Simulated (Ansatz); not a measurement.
# CH10N2OSi2: the cost of one run

All numbers below are computed with Ansatz 0.2.0 (RKS PBE-D4/STO-3G).

## 1. Starting point

Bond lengths (14 of 15 bonds, heavy atoms first): C1–Si2 1.853 Å, Si2–O3 1.675 Å, Si2–Si4 2.325 Å, Si4–N5 1.699 Å, Si4–N6 1.761 Å, C1–H7 1.045 Å, C1–H8 1.086 Å, C1–H9 1.161 Å, Si2–H10 1.492 Å, O3–H11 0.994 Å, Si4–H12 1.474 Å, N5–H13 0.992 Å, N5–H14 0.984 Å, N6–H15 1.039 Å. Angles (14 of 25 angles, heavy atoms first): C1–Si2–O3 112.2°, C1–Si2–Si4 112.0°, O3–Si2–Si4 108.5°, Si2–Si4–N5 114.9°, Si2–Si4–N6 113.5°, N5–Si4–N6 92.6°, C1–Si2–H10 107.9°, O3–Si2–H10 108.1°, Si4–Si2–H10 107.9°, Si2–C1–H7 113.4°, Si2–C1–H8 108.7°, Si2–C1–H9 110.7°, Si2–O3–H11 113.2°, Si2–Si4–H12 116.3°.

Structure file:

```xyz
16

C     0.4318   -1.0743    2.1441
Si    0.9593   -0.5910    0.4343
O     0.8874   -1.8759   -0.6384
Si   -0.3249    1.1517   -0.4148
N    -0.2215    1.3636   -2.0973
N    -2.0460    0.7852   -0.4856
H     1.0267   -1.8234    2.5650
H    -0.6137   -1.3665    2.1158
H     0.4405   -0.1538    2.8512
H     2.3749   -0.1241    0.5053
H     1.4498   -2.6479   -0.3638
H    -0.2056    2.4487    0.2759
H     0.5937    1.9005   -2.2757
H    -0.1294    0.4757   -2.5108
H    -2.1683   -0.0568   -1.0814
H    -2.4777    1.5658   -0.9795
```

## 2. Relaxing the start

The input, input.yaml:

```yaml
crystal:
  periodic: [false, false, false]
  atoms:
    - { symbol: C, position_ang: [0.4318, -1.0743, 2.1441] }
    - { symbol: Si, position_ang: [0.9593, -0.591, 0.4343] }
    - { symbol: O, position_ang: [0.8874, -1.8759, -0.6384] }
    - { symbol: Si, position_ang: [-0.3249, 1.1517, -0.4148] }
    - { symbol: "N", position_ang: [-0.2215, 1.3636, -2.0973] }
    - { symbol: "N", position_ang: [-2.046, 0.7852, -0.4856] }
    - { symbol: H, position_ang: [1.0267, -1.8234, 2.565] }
    - { symbol: H, position_ang: [-0.6137, -1.3665, 2.1158] }
    - { symbol: H, position_ang: [0.4405, -0.1538, 2.8512] }
    - { symbol: H, position_ang: [2.3749, -0.1241, 0.5053] }
    - { symbol: H, position_ang: [1.4498, -2.6479, -0.3638] }
    - { symbol: H, position_ang: [-0.2056, 2.4487, 0.2759] }
    - { symbol: H, position_ang: [0.5937, 1.9005, -2.2757] }
    - { symbol: H, position_ang: [-0.1294, 0.4757, -2.5108] }
    - { symbol: H, position_ang: [-2.1683, -0.0568, -1.0814] }
    - { symbol: H, position_ang: [-2.4777, 1.5658, -0.9795] }
basis:
  gaussian: { orbitals: STO-3G }
hamiltonian:
  xc: pbe
  dispersion: d4
relax:
  f_tol: 0.02
  max_steps: 40
output:
  orbitals: {}
```

On the command line:

```
$ ansatz run input.yaml --threads 1 --pin off --max-ram 2048MiB --backend cpu --events-out ev --progress --plain --runs-dir out
```

Q: Estimate wall time and peak memory on 1 thread of an Arm CPU, shared host.

About 31 s, with a peak of 0.16 GiB.
